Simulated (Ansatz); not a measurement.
HfN, space group F-43m: relaxations under a series of pressures, run with the Python package of Ansatz (0.2.0).

`compress_hfn.py`:
```python
import ansatz
import numpy as np

MESH = (11, 11, 11)
TOLERANCE = 1e-09
FILLING = 'Marzari-Vanderbilt'
SIGMA = 0.1
XC = 'pbesol'
CUTOFF = 450

def edges_and_angles(cell):
    cell = np.asarray(cell)
    a, b, c = np.linalg.norm(cell, axis=1)
    cosines = cell[1] @ cell[2] / (b * c), cell[0] @ cell[2] / (a * c), cell[0] @ cell[1] / (a * b)
    return (a, b, c, *np.degrees(np.arccos(cosines)))


def main() -> None:
    lattice = ansatz.Lattice.of(
        [0.0, 2.454822, 2.454822],
        [2.454822, 0.0, 2.454822],
        [2.454822, 2.454822, 0.0],
    )
    sites = [
        ('Hf', [0.0, 0.0, 0.0]),
        ('N', [0.75, 0.75, 0.75]),
    ]
    crystal = ansatz.Crystal(lattice=lattice)
    for symbol, position in sites:
        crystal = crystal.atom(symbol, position)

    setup = (
        crystal.calculation()
        .kpoints(*MESH, center='gamma')
        .scf(tolerance=TOLERANCE)
        .occupations(FILLING, width=SIGMA)
        .pseudopotentials('paw')
        .functional(XC)
        .basis(CUTOFF)
    )

    rows = []
    for pressure in [0, 5, 10, 20]:
        out = setup.relax(cell=True, pressure=pressure, force_tolerance=0.01, max_steps=30).run()
        cell = out.lattice.cell_ang
        n_atoms = len(out.lattice.sites)
        volume = abs(np.linalg.det(cell)) / n_atoms
        enthalpy = out.report['free_energy_ev'] / n_atoms + pressure * volume / 160.21766
        rows.append((pressure, volume, enthalpy, *edges_and_angles(cell)))
        print(f'{pressure} GPa done: {volume:.4f} A^3/atom')

    print(' P (GPa)  V (A^3/atom)  H (eV/atom)     a       b       c')
    for row in rows:
        print('{:8.1f} {:12.4f} {:14.5f} {:7.4f} {:7.4f} {:7.4f}'.format(*row[:6]))
    p, v = np.array([row[0] for row in rows], float), np.array([row[1] for row in rows])
    print('mean bulk modulus between rows (GPa):', np.round(-np.diff(p) / np.diff(np.log(v)), 1))


if __name__ == '__main__':
    main()
```

How far does the cell shrink over this series of pressures, and what bulk modulus does the first step imply?

The volume falls from 14.42 Å³ an atom at 0 GPa to 13.26 at 20 GPa, by 8.0 %. Between 0 and 5 GPa, -V dP/dV is about 209 GPa, a mean over that step.

What the script printed:

```console
$ python compress_hfn.py
DeckWarning: relax.cell: scf.convergence.dr2_threshold = 1e-9 eV is looser than the 2e-10 eV advised for a relaxation that steers and ends on the stress (1e-10 eV for each atom of the cell: 2). What an SCF threshold leaves in a stress goes as its square root, and in the free energy as the threshold itself, and one [...]
0 GPa done: 14.4163 A^3/atom
5 GPa done: 14.0755 A^3/atom
10 GPa done: 13.7732 A^3/atom
20 GPa done: 13.2566 A^3/atom
 P (GPa)  V (A^3/atom)  H (eV/atom)     a       b       c
     0.0      14.4163    -7989.78888  3.4419  3.4419  3.4419
     5.0      14.0755    -7989.34444  3.4146  3.4146  3.4146
    10.0      13.7732    -7988.90998  3.3900  3.3900  3.3900
    20.0      13.2566    -7988.06697  3.3470  3.3470  3.3470
mean bulk modulus between rows (GPa): [209.  230.3 261.6]
```
(Warnings from the package without file and line, shortened.)

Reading the output:
- Total energies depend on the potentials; only differences at equal settings carry meaning.
- No spin polarisation was allowed.
- At a fixed pressure a relaxation lowers the enthalpy F + PV, while F alone can rise.
- The mesh is modest for a metal, so energies can be off by several to tens of meV an atom and pressures by half a GPa or more; differences at equal mesh fare better.
- Spin-orbit coupling, which matters for elements this heavy, is left out.
- This cell is a computed structure, which may not be the phase found in nature.
- Symmetry holds the cell in this phase, whether or not it is the stable one at each pressure.
- The whole script took 2.2 min on 1 thread of Intel(R) Xeon(R) Processor @ 2.30GHz, on a shared host, peak memory 0.55 GiB.
